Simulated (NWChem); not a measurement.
**C2H4BrCl (1-bromo-1-chloroethane) at M06-2X/LANL2DZ (core potential)**

What is the vertical ionisation energy of C2H4BrCl (1-bromo-1-chloroethane) at M06-2X/LANL2DZ (core potential)? 

The results are computed with NWChem 7.3.0.

## (1) The system as given

C2H4BrCl has 8 atoms, charge 0, and is taken as a singlet. As SMILES, `CC(Cl)Br`. The coordinates come from a PBE0-D4/def2-TZVP relaxation.

Bond lengths: C1–C2 1.503 Å, C2–Cl3 1.770 Å, C2–Br4 1.948 Å, C1–H5 1.090 Å, C1–H6 1.091 Å, C1–H7 1.092 Å, C2–H8 1.086 Å. Some angles: C1–C2–Cl3 111.2°, C1–C2–Br4 110.6°, Cl3–C2–Br4 110.6°, C1–C2–H8 112.9°, Cl3–C2–H8 106.6°, Br4–C2–H8 104.7°, C2–C1–H5 110.7°, C2–C1–H6 109.8°, C2–C1–H7 109.4°, H5–C1–H6 109.0°.

## (2) A single-point energy at M06-2X/LANL2DZ (core potential)

work.nw reads:

```
start work
memory total 2200 mb

geometry units au noautosym nocenter noautoz
   C   0.31237173  1.53540248  0.04308576
   C  -0.17309891 -1.25704582  0.21939720
   Cl  2.47195074 -3.01524700 -0.83034566
   Br -3.17984215 -2.17412991 -1.69659611
   H   0.66593949  2.08947018 -1.90900133
   H  -1.32186342  2.57588568  0.74946538
   H   1.96437031  2.01690469  1.18296855
   H  -0.56616195 -1.87895469  2.13557949
end

basis "ao basis" spherical bse
   C library LANL2DZ
   Cl library LANL2DZ
   Br library LANL2DZ
   H library LANL2DZ
end

ecp bse
   Cl library LANL2DZ
   Br library LANL2DZ
end

dft
   xc m06-2x
   mult 1
   grid fine
   convergence energy 1e-08
   maxiter 100
   mulliken
   noprint "final vectors analysis"
end

task dft energy
```

Launch:

```
$ nwchem work.nw > work.out
```

Log:

```text
[...]
          Wavefunction type:  closed shell.
          No. of atoms     :     8
          No. of electrons :    30
[...]
          Charge           :     0
          Spin multiplicity:     1
[...]
          AO basis - number of functions:    42
[...]
              XC Information
              --------------
                       M06-2X Method XC Functional
                     Hartree-Fock (Exact) Exchange  0.540
                        M06-2X Exchange Functional  1.000
                      M06-2X Correlation Potential  1.000
[...]
 d= 0,ls=0.0,diis     1   -106.4857888169 -1.97D+02  3.47D-02  5.05D-01     1.8
[...]
 d= 0,ls=0.0,diis     8   -106.5734824650 -1.05D-09  1.14D-06  1.19D-09    11.3
         Total DFT energy =     -106.573482464968
      One electron energy =     -329.425604120492
           Coulomb energy =      150.247940373665
    Exchange-Corr. energy =      -17.678881802944
 Nuclear repulsion energy =       90.283063084803
[...]
      Total Density - Mulliken Population Analysis
     ---------------------------------------------
    Atom       Charge   Shell Charges
 -----------   ------   -------------------------------------------------------
    1 C    6     6.52   2.00  0.71  0.64  2.72  0.45
    2 C    6     6.61   2.00  0.71  0.83  2.56  0.50
    3 Cl   7     6.97   1.16  0.78  2.60  2.43
    4 Br   7     6.94   0.48  1.48  2.71  2.27
    5 H    1     0.76   0.51  0.25
    6 H    1     0.77   0.51  0.26
    7 H    1     0.77   0.51  0.26
    8 H    1     0.67   0.51  0.15
[...]
```

Wall time 12 s (1 thread of Intel Xeon Platinum 8259CL at 2.50GHz (Skylake/Cascade Lake), shared host); peak memory 0.12 GiB.

## (3) The doublet cation at the same level

input.xyz reads:

```xyz
8

C      0.165300     0.812500     0.022800
C     -0.091600    -0.665200     0.116100
Cl     1.308100    -1.595600    -0.439400
Br    -1.682700    -1.150500    -0.897800
H      0.352400     1.105700    -1.010200
H     -0.699500     1.363100     0.396600
H      1.039500     1.067300     0.626000
H     -0.299600    -0.994300     1.130100
```

input.nw reads:

```
START input
memory total 2200 mb
charge 1

GEOMETRY units angstroms noautosym nocenter noautoz
load input.xyz
END

BASIS spherical bse
* library LANL2DZ
END

ECP bse
Cl library LANL2DZ
Br library LANL2DZ
END

DFT
xc m06-2x
mult 2
grid fine
convergence energy 1e-08
iterations 100
mulliken
print low
END

TASK dft
```

Launch:

```
$ nwchem input.nw > input.out
```

Log:

```text
[...]
 d= 0,ls=0.0,diis     1   -106.1077867329 -1.96D+02  1.34D-02  1.06D-01     2.6
[...]
 d= 0,ls=0.0,diis    22   -106.1722423860 -1.25D-10  1.78D-07  4.60D-12    53.6
[...]
         Total DFT energy =     -106.172242386000
      One electron energy =     -322.529318866939
           Coulomb energy =      143.394884896899
    Exchange-Corr. energy =      -17.320877969654
 Nuclear repulsion energy =       90.283069553695
[...]
      Total Density - Mulliken Population Analysis
     ---------------------------------------------
    Atom       Charge   Shell Charges
 -----------   ------   -------------------------------------------------------
    1 C    6     6.50   2.00  0.71  0.68  2.73  0.38
    2 C    6     6.66   2.00  0.73  0.85  2.57  0.52
    3 Cl   7     6.76   1.17  0.80  2.58  2.21
    4 Br   7     6.36   0.49  1.53  2.65  1.69
    5 H    1     0.73   0.50  0.23
    6 H    1     0.73   0.50  0.23
    7 H    1     0.70   0.50  0.20
    8 H    1     0.56   0.49  0.07
[...]
      <S2> =      0.7525 (Exact =     0.7500)
[...]
```

It took 54 s on 1 thread of Intel Xeon Platinum 8259CL at 2.50GHz (Skylake/Cascade Lake), shared host; peak memory 0.12 GiB.

## (4) Results

Level: M06-2X/LANL2DZ (core potential).

| quantity | value |
| --- | --- |
| singlet C2H4BrCl: total energy | -106.57348 Eh |
| singlet C2H4BrCl: dipole moment | 2.44 D |
| doublet cation: total energy | -106.17224 Eh |
| doublet cation: ⟨S²⟩ | 0.752 |
| vertical ionisation energy (to the doublet cation) | 10.918 eV |

What this shows: The vertical ionisation energy comes to 10.92 eV (252 kcal/mol).
